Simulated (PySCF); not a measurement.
# Nd(NH2)3: other functionals and bases at one geometry

Aim: see how levels, charges and forces of Nd(NH2)3 depend on the level of theory. It is a constructed species; whether it can be made isn't addressed.

Method: several levels, as the steps say, no spin–orbit coupling; program: PySCF 2.14.0.

1 further run of the same task is left out (for a known fault of the program).

## (1) The starting structure

10 atoms, charge 0, spin multiplicity 1.

Bond lengths: Nd1–N2 2.234 Å, Nd1–N5 2.233 Å, Nd1–N8 2.233 Å, N2–H3 1.022 Å, N2–H4 1.022 Å, N5–H6 1.021 Å, N5–H7 1.021 Å, N8–H9 1.021 Å, N8–H10 1.021 Å. Angles: N2–Nd1–N5 119.9°, N2–Nd1–N8 119.9°, N5–Nd1–N8 120.2°, Nd1–N2–H3 127.4°, Nd1–N2–H4 127.4°, H3–N2–H4 105.3°, Nd1–N5–H6 127.6°, Nd1–N5–H7 127.1°, H6–N5–H7 105.3°, Nd1–N8–H9 127.1°, Nd1–N8–H10 127.6°, H9–N8–H10 105.3°.

Coordinates:

```xyz
10

Nd   -0.0033    0.0000    0.0000
N     2.2305   -0.0013    0.0004
H     2.8500   -0.8085    0.0905
H     2.8510    0.8052   -0.0895
N    -1.1157    1.9239   -0.2208
H    -2.1278    2.0613   -0.2327
H    -0.7165    2.8579   -0.3288
N    -1.1180   -1.9226    0.2204
H    -0.7199   -2.8570    0.3285
H    -2.1303   -2.0588    0.2319
```

Formal oxidation states: Nd +3. Each metal's 3 4f electrons lie in its core potential, so multiplicities, spins and levels count the valence alone. An earlier session relaxed this geometry at PBE0, Nd lcecp-1-SVP with ECP49, N def2-SVP, H def2-SVP (singlet, point group D3h).

At PBE0 on the finer grid: E = -201.549006 Eh, HOMO -5.88 eV, LUMO -1.04 eV, Mulliken charge on Nd1 +0.91 e, largest force component 0.011 eV/Å. 

Levels to run: TPSSh; revPBE; PBE0, TZVP. Hardware: 2 threads of Arm Neoverse V1, shared host.

## (2) TPSSh

Contents of run.py (the lines that set the calculation):

```python
mol = gto.M(atom='''
Nd    -0.00331     0.00000     0.00000
N      2.23049    -0.00131     0.00041
H      2.85005    -0.80852     0.09052
H      2.85103     0.80518    -0.08947
N     -1.11570     1.92390    -0.22081
H     -2.12782     2.06132    -0.23272
H     -0.71646     2.85787    -0.32878
N     -1.11804    -1.92259     0.22040
H     -0.71993    -2.85703     0.32852
H     -2.13032    -2.05882     0.23193''',
    basis={'Nd': 'lcecp-1-SVP', 'N': 'def2-SVP', 'H': 'def2-SVP'},
    ecp={'Nd': 'lcecp-1-SVP'},
    charge=0, spin=0)
mf = dft.RKS(mol, xc='TPSSH')
mf.grids.atom_grid = (75, 302)  # f atoms: unpruned, at least (60, 302)
mf = mf.density_fit()  # fitting sets: Nd AutoAux, N def2-universal-JKFIT, H def2-universal-JKFIT
mf.conv_tol = 1e-08; mf.max_cycle = 55
mf.kernel(dm0)  # dm0: the density of the relaxed state
```

On the command line:

```
OMP_NUM_THREADS=2 python run.py
```

## (3) revPBE

run.py (the lines that set the calculation): that of step 2 with these lines changed.

```diff
@@ -14,3 +14,3 @@
     charge=0, spin=0)
-mf = dft.RKS(mol, xc='TPSSH')
+mf = dft.RKS(mol, xc='PBE_R,PBE')
 mf.grids.atom_grid = (75, 302)  # f atoms: unpruned, at least (60, 302)
```

## (4) PBE0, TZVP

Basis: Nd lcecp-1-TZVP with ECP49, N def2-TZVP, H def2-TZVP. 

run.py (the lines that set the calculation): that of step 3 with these lines changed.

```diff
@@ -11,6 +11,6 @@
 H     -2.13032    -2.05882     0.23193''',
-    basis={'Nd': 'lcecp-1-SVP', 'N': 'def2-SVP', 'H': 'def2-SVP'},
-    ecp={'Nd': 'lcecp-1-SVP'},
+    basis={'Nd': 'lcecp-1-TZVP', 'N': 'def2-TZVP', 'H': 'def2-TZVP'},
+    ecp={'Nd': 'lcecp-1-TZVP'},
     charge=0, spin=0)
-mf = dft.RKS(mol, xc='PBE_R,PBE')
+mf = dft.RKS(mol, xc='PBE0')
 mf.grids.atom_grid = (75, 302)  # f atoms: unpruned, at least (60, 302)
@@ -18,2 +18,2 @@
 mf.conv_tol = 1e-08; mf.max_cycle = 55
-mf.kernel(dm0)  # dm0: the density of the relaxed state
+mf.kernel(dm0)  # dm0: free metal ions and neutral atoms
```

**Question.** What will these runs give? Wanted: for each run, HOMO; gap; charge on Nd1; dipole; largest force.

As calculated:

| level | state | HOMO (eV) | gap (eV) | charge on Nd1 (e) | dipole (D) | largest force (eV/Å) | basis functions | time |
| --- | --- | --- | --- | --- | --- | --- | --- | --- |
| PBE0 (relaxed here) | singlet | -5.88 | 4.84 | 0.91 | 0.00 | 0.01 | 105 | 17 s |
| TPSSh | singlet | -5.12 | 3.89 | 0.89 | 0.00 | 0.17 | 105 | 9.3 s |
| revPBE | singlet | -4.50 | 2.91 | 0.74 | 0.00 | 0.41 | 105 | 6.7 s |
| PBE0, TZVP | singlet | -6.08 | 4.96 | 1.59 | 0.00 | 0.45 | 176 | 15 s |

Times are on 2 threads of Arm Neoverse V1, shared host; the first row also made further properties.

In one basis the HOMO–LUMO gap runs from 2.91 eV (revPBE) to 4.84 eV (PBE0). The largest leftover force, 0.45 eV/Å with PBE0, TZVP, stands at a geometry relaxed at another level. The Mulliken charge on Nd spans +0.74 to +1.59 e over the levels. With 4f in the core, its levels are missing from HOMO and gap. Total energies of different levels can't be compared. Spin–orbit coupling is left out throughout.
